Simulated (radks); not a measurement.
**Numerical settings for Tc⁺**

How sensitive is the result for the technetium ion Tc+ to mesh, mixing and thresholds? A default run comes first. The defaults are a mesh step of 0.008 in ln r, a mesh end at 40 bohr or more, Anderson mixing 0.5 over 9 steps and a tight residual threshold, with the energy settled to 1e-9 hartree as well; every run has a cap on iterations.

Program: radks (a radial shooting solver on a logarithmic mesh, Libxc functionals) version 1. Level of theory: Dirac Kohn-Sham, LDA (Slater exchange, Perdew-Wang correlation), spin-unpolarised, spherical densities, point nucleus; open shells fill j = l - 1/2 first. These are calculated values, not measurements, unless marked.

**1. What is computed**

- element: technetium (Z = 43)
- charge: +1
- electrons: 42
- configuration: [Kr] 4d5 5s1

**2. Default settings**

Input:

```text
Z 43
configuration [Kr] 4d5 5s1
relativity Dirac
functional lda,pw
spin unpolarised
j_filling energy
nucleus point
c 137.035999084
max_iterations 84
```

Launch:

```sh
$ python run_ks.py task.json out
```

All runs below come from this command, one after another.

**3. Mesh step in ln r 0.08**

Settings, as their differences from step 2:

```diff
@@ -8,2 +8,3 @@
 c 137.035999084
+mesh_step 0.08
 max_iterations 84
```

**4. Mesh step in ln r 0.012**

Settings, as their differences from step 3:

```diff
@@ -8,3 +8,3 @@
 c 137.035999084
-mesh_step 0.08
+mesh_step 0.012
 max_iterations 84
```

**5. Mesh step in ln r 0.2**

Settings, as their differences from step 4:

```diff
@@ -8,3 +8,3 @@
 c 137.035999084
-mesh_step 0.012
+mesh_step 0.2
 max_iterations 84
```

**6. Mesh end (bohr) 20**

Settings, as their differences from step 5:

```diff
@@ -8,3 +8,3 @@
 c 137.035999084
-mesh_step 0.2
+mesh_end 20
 max_iterations 84
```

**7. Mesh end (bohr) 1**

Settings, as their differences from step 6:

```diff
@@ -8,3 +8,3 @@
 c 137.035999084
-mesh_end 20
+mesh_end 1
 max_iterations 84
```

**8. Residual threshold 1e-05**

Settings, as their differences from step 7:

```diff
@@ -8,3 +8,3 @@
 c 137.035999084
-mesh_end 1
+threshold 1e-05
 max_iterations 84
```

**9. Residual threshold 1e-13**

Settings, as their differences from step 8:

```diff
@@ -8,3 +8,3 @@
 c 137.035999084
-threshold 1e-05
+threshold 1e-13
 max_iterations 84
```

**10. Mixing 1.5**

Settings, as their differences from step 9:

```diff
@@ -8,3 +8,3 @@
 c 137.035999084
-threshold 1e-13
+mixing 1.5
 max_iterations 84
```

**11. Mixing history 1, mixing 0.05**

Settings, as their differences from step 10:

```diff
@@ -8,3 +8,4 @@
 c 137.035999084
-mixing 1.5
+history 1
+mixing 0.05
 max_iterations 84
```

**12. Mixing history 1, mixing 0.2**

Settings, as their differences from step 11:

```diff
@@ -9,3 +9,3 @@
 history 1
-mixing 0.05
+mixing 0.2
 max_iterations 84
```

**13. Mixing history 2**

Settings, as their differences from step 12:

```diff
@@ -8,4 +8,3 @@
 c 137.035999084
-history 1
-mixing 0.2
+history 2
 max_iterations 84
```

**14. Iteration cap 8**

Settings, as their differences from step 13:

```diff
@@ -8,3 +8,2 @@
 c 137.035999084
-history 2
-max_iterations 84
+max_iterations 8
```

Q: Predict the outcome of this session. Wanted: for each run, setting; iterations; converged; change of E.

**Answer**, as computed:

| setting | mesh points | iterations | converged | change of E (mhartree) | time |
| --- | --- | --- | --- | --- | --- |
| Default settings | 2602 | 14 | yes | 0 | - |
| mesh step in ln r 0.08 | 261 | 4 | no | - | 0.02 s |
| mesh step in ln r 0.012 | 1735 | 14 | yes | 0 | 0.08 s |
| mesh step in ln r 0.2 | 105 | 2 | no | - | 0.02 s |
| mesh end (bohr) 20 | 2390 | 14 | yes | 0 | 0.11 s |
| mesh end (bohr) 1 | 2015 | 13 | no | - | 0.08 s |
| residual threshold 1e-05 | 2602 | 9 | yes | 0 | 0.09 s |
| residual threshold 1e-13 | 2602 | 18 | yes | 0 | 0.14 s |
| mixing 1.5 | 2602 | 15 | yes | 0 | 0.12 s |
| mixing history 1, mixing 0.05 | 2602 | 84 | no | - | 0.58 s |
| mixing history 1, mixing 0.2 | 2602 | 84 | no | - | 0.47 s |
| mixing history 2 | 2602 | 17 | yes | 0 | 0.13 s |
| iteration cap 8 | 2602 | 8 | no | - | 0.07 s |

**Reading.** A zero stands for a change under the printed digits. No run that converges misses the default energy by more than 1 mhartree. Not converged or rejected: mesh step in ln r 0.08; mesh step in ln r 0.2; mesh end (bohr) 1; mixing history 1, mixing 0.05; mixing history 1, mixing 0.2; iteration cap 8. A mesh that ends early acts as a hard wall.
